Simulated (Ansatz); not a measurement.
**C2H6SiSn: harmonic frequencies at the relaxed geometry, by script**

At which frequencies does C2H6SiSn vibrate? A script is to give harmonic frequencies at the relaxed geometry; the system is C2H6SiSn. SMILES: C=[C]1[SiH2][SnH2]1.

Program: Ansatz 0.2.0 through its Python package. Level of theory: Hartree-Fock/def2-SVP. These are calculated values, not measurements.

## (1) The structure

Bond lengths: C1–C2 1.262 Å, C2–Si3 1.875 Å, C2–Sn4 2.334 Å, Si3–Sn4 2.285 Å, C1–H5 1.121 Å, C1–H6 1.143 Å, Si3–H7 1.485 Å, Si3–H8 1.422 Å, Sn4–H9 1.818 Å, Sn4–H10 1.681 Å. Angles (14 of 18 angles, heavy atoms first): C1–C2–Si3 147.0°, C1–C2–Sn4 148.2°, Si3–C2–Sn4 64.7°, C2–Si3–Sn4 67.4°, C2–Sn4–Si3 47.9°, C2–C1–H5 123.3°, C2–C1–H6 122.2°, C2–Si3–H7 112.8°, C2–Si3–H8 113.9°, Sn4–Si3–H7 112.3°, Sn4–Si3–H8 115.9°, C2–Sn4–H9 105.4°, C2–Sn4–H10 108.8°, Si3–Sn4–H9 115.9°.

No structure file is read: the coordinates are typed or built in the script.

## (2) The code

The input, freq_c2h6sisn.py:

```python
import itertools

import ansatz
from ase.data import atomic_numbers, covalent_radii
import numpy as np


def main() -> None:
    system = (
        ansatz.Crystal.molecule()
        .atom('C', (-1.36, 1.0168, -0.8402))
        .atom('C', (-0.4811, 0.2842, -0.3071))
        .atom('Si', (0.2646, -1.431, -0.1682))
        .atom('Sn', (1.3755, 0.1138, 1.0971))
        .atom('H', (-2.1182, 0.6344, -1.5714))
        .atom('H', (-1.4559, 2.1297, -0.5963))
        .atom('H', (1.0309, -1.8257, -1.3777))
        .atom('H', (-0.5451, -2.3552, 0.548))
        .atom('H', (0.7357, 0.3725, 2.7789))
        .atom('H', (2.6369, 1.0092, 0.4398))
    )

    base = (
        system.calculation()
        .basis(gaussian='def2-SVP')
        .functional('HF')
    )
    symbols = [site.symbol for site in system.cartesian_sites]
    start = np.array([site.position_ang for site in system.cartesian_sites], dtype=float)
    report = base.relax(force_tolerance=0.003).run(threads=1, pin='off').report
    end = np.array(report['positions_ang'])

    radius = [covalent_radii[atomic_numbers[s]] for s in symbols]
    span = lambda where, i, j: np.linalg.norm(where[i] - where[j])
    bonded = [(i, j) for i, j in itertools.combinations(range(len(symbols)), 2) if min(span(start, i, j), span(end, i, j)) < 1.2 * (radius[i] + radius[j])]
    print('pair        before    after (A)')
    for i, j in bonded:
        print(f'{symbols[i]}{i}-{symbols[j]}{j}'.ljust(10), f'{span(start, i, j):8.4f} {span(end, i, j):8.4f}')

    minimum = ansatz.Crystal.molecule()
    for symbol, place in zip(symbols, end):
        minimum = minimum.atom(symbol, place.tolist())
    vibrating = (
        minimum.calculation()
        .basis(gaussian='def2-SVP')
        .functional('HF')
        .phonons(temperatures=(100, 500, 100))
    )
    vib = vibrating.run(threads=1, pin='off').report['vibrations']
    sums = vib['harmonic_sums']
    modes = [m['omega_inv_cm'] for m in sums['modes_at_gamma'] if m['rigid_motion'] == 'no']
    for number, w in enumerate(modes, start=1):
        print(f'mode {number:2d} {w:9.1f} 1/cm {w / 8065.544 * 1000:8.2f} meV')
    print('imaginary modes:', sum(w < 0 for w in modes), ' zero-point energy:', round(sums['zero_point_energy_ev'], 4), 'eV')
    print('T (K)   F_vib (eV)   S_vib (meV/K)   C_vib (meV/K)')
    for row in zip(sums['temperatures_k'], sums['vibrational_free_energy_ev'], vib['entropy_ev_per_k'], vib['heat_capacity_ev_per_k']):
        print(f'{row[0]:6.1f} {row[1]:11.4f} {1000 * row[2]:13.4f} {1000 * row[3]:15.4f}')


if __name__ == '__main__':
    main()
```

## (3) Running it

Started as:

```
python freq_c2h6sisn.py
```

What it wrote:

```text
pair        before    after (A)
C0-C1        1.2623   1.3240
C0-H4        1.1206   1.0888
C0-H5        1.1433   1.0864
C1-Si2       1.8754   1.8802
C1-Sn3       2.3340   2.1915
Si2-Sn3      2.2851   2.5296
Si2-H6       1.4852   1.4798
Si2-H7       1.4222   1.4798
Sn3-H8       1.8179   1.7021
Sn3-H9       1.6807   1.7021
mode  1     146.1 1/cm    18.11 meV
mode  2     225.1 1/cm    27.91 meV
mode  3     325.7 1/cm    40.38 meV
mode  4     333.2 1/cm    41.31 meV
mode  5     382.0 1/cm    47.36 meV
mode  6     437.5 1/cm    54.24 meV
mode  7     493.4 1/cm    61.17 meV
mode  8     556.9 1/cm    69.04 meV
mode  9     642.7 1/cm    79.69 meV
mode 10     662.6 1/cm    82.15 meV
mode 11     766.1 1/cm    94.99 meV
mode 12     767.9 1/cm    95.21 meV
mode 13     777.7 1/cm    96.42 meV
mode 14    1002.9 1/cm   124.35 meV
mode 15    1122.5 1/cm   139.17 meV
mode 16    1168.8 1/cm   144.91 meV
mode 17    1545.9 1/cm   191.67 meV
mode 18    1818.8 1/cm   225.50 meV
mode 19    2022.4 1/cm   250.74 meV
mode 20    2029.9 1/cm   251.68 meV
mode 21    2330.3 1/cm   288.93 meV
mode 22    2337.3 1/cm   289.79 meV
mode 23    3248.3 1/cm   402.74 meV
mode 24    3335.3 1/cm   413.52 meV
imaginary modes: 0  zero-point energy: 1.7655 eV
T (K)   F_vib (eV)   S_vib (meV/K)   C_vib (meV/K)
 100.0      1.7638        0.0645          0.1576
 200.0      1.7476        0.2724          0.4785
 300.0      1.7081        0.5199          0.7482
 400.0      1.6438        0.7643          0.9511
 500.0      1.5557        0.9941          1.1093
```

Run time: 2.1 min. Hardware: 1 thread of Intel Xeon 6975P-C (Granite Rapids), shared host; peak memory 0.31 GiB.

Lines on the test bed's own set-up are left out of the output.

## (4) The engine's runs

The 2 runs, in the order started:

| run | kind of run | energy from run 2 (eV) | SCF cycles in all | CPU time (s) |
| --- | --- | --- | --- | --- |
| 1 | relaxation | 0.0000 | 95 | 28 |
| 2 | phonons | 0.0000 | 371 | 97 |

## (5) The relaxation of run 1, step by step

Step by step:

| step | energy from step 1 (eV) | largest force component (eV/Å) |
| --- | --- | --- |
| 1 | 0.0000 | 4.3956 |
| 2 | -0.8640 | 1.7408 |
| 3 | -1.0106 | 1.0241 |
| 4 | -1.0656 | 0.7939 |
| 5 | -1.0833 | 0.1500 |
| 6 | -1.0965 | 0.0298 |
| 7 | -1.0966 | 0.0125 |
| 8 | -1.0967 | 0.0152 |
| 9 | -1.0967 | 0.0062 |
| 10 | -1.0968 | 0.0030 |
| 11 | -1.0968 | 0.0036 |
| 12 | -1.0968 | 0.0040 |
| 13 | -1.0968 | 0.0009 |

Step 1 is the start.

Before: Bond lengths: C1–C2 1.262 Å, C2–Si3 1.875 Å, C2–Sn4 2.334 Å, Si3–Sn4 2.285 Å, C1–H5 1.121 Å, C1–H6 1.143 Å, Si3–H7 1.485 Å, Si3–H8 1.422 Å, Sn4–H9 1.818 Å, Sn4–H10 1.681 Å. Angles (14 of 18 angles, heavy atoms first): C1–C2–Si3 147.0°, C1–C2–Sn4 148.2°, Si3–C2–Sn4 64.7°, C2–Si3–Sn4 67.4°, C2–Sn4–Si3 47.9°, C2–C1–H5 123.3°, C2–C1–H6 122.2°, C2–Si3–H7 112.8°, C2–Si3–H8 113.9°, Sn4–Si3–H7 112.3°, Sn4–Si3–H8 115.9°, C2–Sn4–H9 105.4°, C2–Sn4–H10 108.8°, Si3–Sn4–H9 115.9°.

After: Bond lengths: C1–C2 1.324 Å, C2–Si3 1.880 Å, C2–Sn4 2.191 Å, Si3–Sn4 2.530 Å, C1–H5 1.089 Å, C1–H6 1.086 Å, Si3–H7 1.480 Å, Si3–H8 1.480 Å, Sn4–H9 1.702 Å, Sn4–H10 1.702 Å. Angles (14 of 18 angles, heavy atoms first): C1–C2–Si3 140.3°, C1–C2–Sn4 143.3°, Si3–C2–Sn4 76.4°, C2–Si3–Sn4 57.4°, C2–Sn4–Si3 46.3°, C2–C1–H5 122.1°, C2–C1–H6 122.6°, C2–Si3–H7 117.6°, C2–Si3–H8 117.6°, Sn4–Si3–H7 121.7°, Sn4–Si3–H8 121.7°, C2–Sn4–H9 116.6°, C2–Sn4–H10 116.6°, Si3–Sn4–H9 123.3°.

## (6) Vibrations

Frequencies (cm⁻¹; negative: imaginary): 146, 225, 326, 333, 382, 437, 493, 557, 643, 663, 766, 768, 778, 1003, 1123, 1169, 1546, 1819, 2022, 2030, 2330, 2337, 3248, 3335.

## (7) Results

| quantity | value |
| --- | --- |
| runs compared | 2 |
| moves of the relaxation of run 1 | 12 |
| energy gained in run 1 | 1.097 eV |
| last largest force component of run 1 | 0.0009 eV/Å |
| highest frequency | 3335 cm⁻¹ |
| imaginary modes | 0 |
| zero-point energy | 1.765 eV |

What this shows: Run 1: After 12 moves the largest shift is 0.293 Å, of atom 8 (H). All frequencies are real, so the geometry is a minimum. The values are harmonic; measured fundamentals also hold anharmonic shifts, mostly downward for stretches. The frequencies are harmonic and unscaled, in a modest basis. The result belongs to the one conformer reached from this start, and soft torsions count as harmonic oscillators. def2 sets replace the cores of elements past krypton by effective core potentials.
